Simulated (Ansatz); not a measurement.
**AlAsH4Si: a ladder of functionals and wavefunction methods**

An exercise on one series of results from a longer session: the logs are not shown, and one member is left open.

Method: functionals in def2-TZVPP, the program's frozen cores in correlated methods; program: Ansatz 0.2.0, Gaussian basis.

Plan: LDA (SPW92), PBE-D4, revPBE-D4, BLYP-D4, r2SCAN-D4, B97M-V, PBE0-D4, B3LYP-D4, r2SCANh-D4, r2SCAN0-D4, HSE06-D4, BHLYP-D4, CAM-B3LYP-D4, LC-ωPBE, ωB97X-V, ωB97M-V, B2PLYP, PBE-QIDH; CCSD(T)/def2-SVP; CCSD(T)/def2-TZVPP; MP2/def2-QZVPP; extrapolation to the limit; RPA on PBE.

**The geometry**

All runs share one geometry, relaxed beforehand with PBE0-D4 in a triple-zeta def2 set.

SMILES `[AlH]1[SiH2][AsH]1`, 7 atoms, charge 0, spin multiplicity 1.

Atoms are counted from 1 here; the program's logs count them from 0.

Bond lengths: Al1–Si2 2.340 Å, Al1–As3 2.404 Å, Al1–H4 1.577 Å, Si2–As3 2.440 Å, Si2–H5 1.487 Å, Si2–H6 1.486 Å, As3–H7 1.571 Å. Angles: Si2–Al1–As3 61.9°, Si2–Al1–H4 156.4°, As3–Al1–H4 140.2°, Al1–Si2–As3 60.4°, Al1–Si2–H5 132.0°, Al1–Si2–H6 116.4°, As3–Si2–H5 117.2°, As3–Si2–H6 105.8°, H5–Si2–H6 110.2°, Al1–As3–Si2 57.8°, Al1–As3–H7 62.7°, Si2–As3–H7 85.9°.

The first run:

in.yaml

```yaml
crystal:
  periodic: [false, false, false]
  atoms:
    - {symbol: Al, position_ang: [-1.094755, -0.521631, -0.578564]}
    - {symbol: Si, position_ang: [0.362751, 1.010301, 0.423859]}
    - {symbol: As, position_ang: [0.657615, -1.378256, 0.827454]}
    - {symbol: H, position_ang: [-2.175935, -1.024602, -1.611134]}
    - {symbol: H, position_ang: [1.533575, 1.760885, -0.102621]}
    - {symbol: H, position_ang: [-0.076653, 1.587558, 1.721215]}
    - {symbol: H, position_ang: [0.854601, -1.502255, -0.725908]}
basis:
  gaussian: {orbitals: def2-TZVPP}
hamiltonian: {xc: lda}
output: {orbitals: {seedname: orbitals}}
```

Command:

```bash
ansatz run in.yaml --threads 2 --pin off --events-out ev --progress --plain --max-ram 4352MiB
```

Among the steps run: LDA; PBE-D4 (GGA); revPBE-D4 (GGA); BLYP-D4 (GGA); r2SCAN-D4 (meta-GGA); B97M-V (meta-GGA); PBE0-D4 (hybrid); B3LYP-D4 (hybrid); r2SCANh-D4 (hybrid); r2SCAN0-D4 (hybrid); HSE06-D4 (hybrid); BHLYP-D4 (hybrid); CAM-B3LYP-D4 (range-separated); LC-ωPBE (range-separated); ωB97X-V (range-separated); ωB97M-V (range-separated); B2PLYP (double hybrid); PBE-QIDH (double hybrid).

One of the session's tables, all rows but one given; the rest of the session is left out.

It belongs to the step «Orbital energies across the functionals». 

```
  functional  HOMO (eV)  LUMO (eV)  gap (eV)
 LDA (SPW92)      -5.34      -2.87      2.48
      PBE-D4      -5.22      -2.65      2.57
   revPBE-D4      -5.18      -2.56      2.62
     BLYP-D4      -5.03      -2.47      2.56
   r2SCAN-D4      -5.41      -2.44      2.97
      B97M-V      -5.42      -2.50      2.92
     PBE0-D4      -6.11      -1.91      4.20
    B3LYP-D4      -5.90      -2.05      3.85
  r2SCANh-D4      -5.74      -2.18      3.56
  r2SCAN0-D4          ?          ?         ?
    HSE06-D4      -5.73      -2.28      3.45
    BHLYP-D4      -6.84      -1.06      5.77
CAM-B3LYP-D4      -7.20      -0.90      6.30
     LC-ωPBE      -8.42       0.07      8.49
     ωB97X-V      -8.13       0.01      8.14
     ωB97M-V      -7.95      -0.23      7.72
```

Estimate the missing values for r2SCAN0-D4.

Worked estimate for «HOMO (eV)». Against the share of exact exchange, r2SCAN-D4 (0, -5.41), r2SCANh-D4 (0.1, -5.74) give a slope of -3.30 per unit share; at 0.25 the line stands at -6.23.

**Answer.** HOMO (eV): -6.23; LUMO (eV): -1.80; gap (eV): 4.43. In «HOMO (eV)» the line misses by 0.00.
